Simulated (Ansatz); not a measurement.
## CH4BNSe, SMILES BC(N)=[Se]: an atomisation energy, step by step

Program: Ansatz's Python interface.

Interactive session:
```pycon
>>> from collections import Counter
>>> import ansatz as az
>>> BASIS = "6-31G*"
>>> FUNCTIONAL = "R2SCAN0"
>>> def total_energy(molecule, charge=0, unpaired=0):
...     calc = molecule.calculation().basis(gaussian=BASIS).functional(FUNCTIONAL)
...     if charge:
...         calc = calc.charge(charge)
...     if unpaired:
...         calc = calc.spin("collinear", total=unpaired)
...     report = calc.run().report
...     if report["published_state_doubts"]:
...         print("  doubts:", report["published_state_doubts"])
...     return report["free_energy_ev"]
...
>>> geometry_ang = [
...     ("B", (-0.0773, 1.1905, -0.4325)),
...     ("C", (-0.2508, -0.3127, -0.2616)),
...     ("N", (0.3905, -0.9794, 0.789)),
...     ("Se", (-1.2126, -1.157, -1.4859)),
...     ("H", (-0.6891, 1.7609, -1.3516)),
...     ("H", (0.5287, 1.8916, 0.3009)),
...     ("H", (0.3516, -2.0127, 0.906)),
...     ("H", (1.0512, -0.4383, 1.4798)),
... ]
>>> mol = az.Crystal.molecule()
>>> for symbol, xyz in geometry_ang:
...     mol = mol.atom(symbol, xyz)
...
>>> unpaired = {"B": 1, "C": 2, "N": 3, "Se": 2, "H": 1}
>>> counts = Counter(site.symbol for site in mol.cartesian_sites)
>>> atom_energy = {s: total_energy(az.Crystal.molecule().atom(s, (0, 0, 0)), 0, unpaired[s]) for s in counts}
>>> whole = total_energy(mol, 0, 0)
>>> for s, e in atom_energy.items():
...     print(f"{s:2s} x{counts[s]}  {e:14.5f} eV")
...
B  x1      -670.20349 eV
C  x1     -1029.18038 eV
N  x1     -1484.73425 eV
Se x1    -65339.30596 eV
H  x4       -13.55743 eV
>>> print(f"CH4BNSe: {whole:.5f} eV")
CH4BNSe: -68605.60114 eV
>>> split = sum(counts[s] * e for s, e in atom_energy.items()) - whole
>>> print(f"atomisation energy (no zero-point term): {23.060548 * split:.1f} kcal/mol, {split / sum(counts.values()):.3f} eV an atom")
atomisation energy (no zero-point term): 644.5 kcal/mol, 3.493 eV an atom
```

644.5 kcal/mol from the electronic energies, without the zero-point term.

Caveats:
- Total energies depend on the basis set; only differences at equal settings carry meaning.
- The geometry is a force-field or estimated start, not a minimum of this method, and the basis set is short of its limit. All parts are taken at fixed geometry, without zero-point energy.
- The spin-orbit lowering of heavy atoms is left out.
- Wall time of the script: 7.8 s on 1 thread of Arm Neoverse V2 (shared host), peak memory 0.25 GiB.
